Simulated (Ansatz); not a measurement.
A run of Ansatz 0.2.0 is set up as follows.

File input.yaml:

```yaml
crystal:
  lattice:
    - [4.4644198847, 0.0, 0.0]
    - [-2.2322099423, 3.8663010333, 0.0]
    - [0.0, 0.0, 8.008631]
  atoms:
    - { symbol: Eu, position: [0.6666666667, 0.3333333333, 0.0], spin: 7.0 }
    - { symbol: Cs, position: [0.0, 0.0, 0.5] }
hamiltonian:
  xc: pbe
  pseudopotentials: { kind: paw }
magnetization:
  spin_polarized: true
kpoints:
  mp_grid: { grid: [7, 7, 4] }
scf:
  occupations: { method: fermi_dirac, width: 0.05 }
output:
  forces: true
  stress: true
  eigenvalues: true
  write_density: true
  write_potential: true
  elf: true
  volumetric_format: npy
```

Potentials or basis: Ansatz PAW.

Command:

```bash
$ ansatz run input.yaml --threads 2 --pin off --max-ram 5120MiB --backend cpu --events-out ev --progress --plain --runs-dir out
```

Problem. Estimate the net moment.

Solution. 7.72 μB per cell.

Problem. Estimate the pressure.

Solution. -0.2 GPa.

Problem. Estimate the absolute moment.

Solution. 7.72 μB per cell.

Caveat: spin-orbit coupling is left out, which moves the levels of the heavy elements; without U or exact exchange the open f shell lies at the Fermi level, which spoils levels, moments and volumes. The state reached can hang on the start; a lower one may exist.
